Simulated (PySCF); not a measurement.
# AuCl4 ([AuCl4]-): the cost of one run

Programs: PySCF 2.14.0, with routines of our own; each step states its level. All values are computed. Atoms count from 0.

3 further runs of the same task are left out: 3 for a basis unfit for spin-orbit shieldings.

### 1 The starting structure

5 atoms, charge -1, multiplicity 1; geometry from: GFN2-xTB.

### 2 NMR shieldings: PBE/pcSseg-1 Au:x2c-TZVPall-2c, spin-free

The job: settings as JSON, then the geometry in Å.

```
{"job": {"xc": "PBE", "basis": {"default": "pcSseg-1", "Au": "x2c-TZVPall-2c"}, "rel": "sf", "kind": "hnmr"}, "charge": -1, "multiplicity": 1}
Au     0.000190    -0.000200     0.018550
Cl     2.269640    -0.025560    -0.000610
Cl     0.024020     2.268030     0.004640
Cl    -2.267960     0.026890    -0.008280
Cl    -0.025900    -2.269150    -0.014300
```

With the program's defaults for keys left out, this is: PBE/pcSseg-1 Au:x2c-TZVPall-2c GIAO NMR shielding, spin-free X2C, Gaussian nuclei, gas phase.

Started as:

```
$ OMP_NUM_THREADS=1 python heavy_run.py task.json out
```

One launch serves the whole session: the jobs run in the order shown.

**Question.** How long does this first job take on 1 thread of AMD EPYC 7R43, shared host, and how much memory does it need?

About 29 s, with a peak of 0.97 GiB.
